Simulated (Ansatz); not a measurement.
I need a single point from an input written key by key of C2H4FSi, SMILES C=C[SiH]F. Use Ansatz 0.2.0, Python API. Use: PBE, cc-pVDZ basis, multiplicity 2.

```yaml
atoms:
  - { symbol: C, position_ang: [-0.6019, 0.5596, 1.1098] }
  - { symbol: C, position_ang: [-0.4820, 0.0977, -0.1318] }
  - { symbol: Si, position_ang: [0.7997, -1.0622, -0.6807] }
  - { symbol: F, position_ang: [0.7584, -1.2315, -2.2578] }
  - { symbol: H, position_ang: [-1.4634, 1.2879, 1.2816] }
  - { symbol: H, position_ang: [0.0035, 0.3769, 1.9295] }
  - { symbol: H, position_ang: [-1.1294, 0.3859, -0.9258] }
  - { symbol: H, position_ang: [2.2073, -0.4713, -0.3807] }
```

The script, `run_deck.py`:
```python
import ansatz as az

DECK = """
crystal:
  periodic: [false, false, false]
  atoms:
    - { symbol: C, position_ang: [-0.6019, 0.5596, 1.1098] }
    - { symbol: C, position_ang: [-0.482, 0.0977, -0.1318] }
    - { symbol: Si, position_ang: [0.7997, -1.0622, -0.6807] }
    - { symbol: F, position_ang: [0.7584, -1.2315, -2.2578] }
    - { symbol: H, position_ang: [-1.4634, 1.2879, 1.2816] }
    - { symbol: H, position_ang: [0.0035, 0.3769, 1.9295] }
    - { symbol: H, position_ang: [-1.1294, 0.3859, -0.9258] }
    - { symbol: H, position_ang: [2.2073, -0.4713, -0.3807] }
magnetization:
  spin_polarized: true
  initial_magnetization: 1
basis:
  gaussian: { orbitals: cc-pVDZ }
hamiltonian:
  xc: pbe
"""

session = az.Session.from_yaml(DECK)
data = session.plan(threads=1).execute().report

for key in ("converged", "free_energy_ev", "reference_energy_ev", "n_frozen", "n_occupied", "n_virtual"):
    print(f"{key:22s} {data[key]}")
symbols = ["C", "C", "Si", "F", "H", "H", "H", "H"]
state = data["mean_field"]["state"]
print(f"mean field: {state['energy']['hartree']:.7f} Ha, <S^2> = {abs(state['spin_squared']):.4f}, stability: {state.get('stability', {}).get('kind')}")
```

Output of `python run_deck.py`:
```text
converged              True
free_energy_ev         -12723.04712116182
reference_energy_ev    -12723.04712116182
n_frozen               0
n_occupied             [20, 19]
n_virtual              [60, 61]
mean field: -467.5633577 Ha, <S^2> = 0.7534, stability: minimum
```

Notes:
- Total energies depend on the basis set; only differences at equal settings carry meaning.
- The geometry is a force-field or estimated start, not a minimum of this method, and the basis set is short of its limit.
- The run takes the species as open-shell (spin multiplicity 2), which needn't be its ground state.
- Wall time of the script: 3.3 s on 1 thread of Arm Neoverse V1 (shared host), peak memory 0.17 GiB.
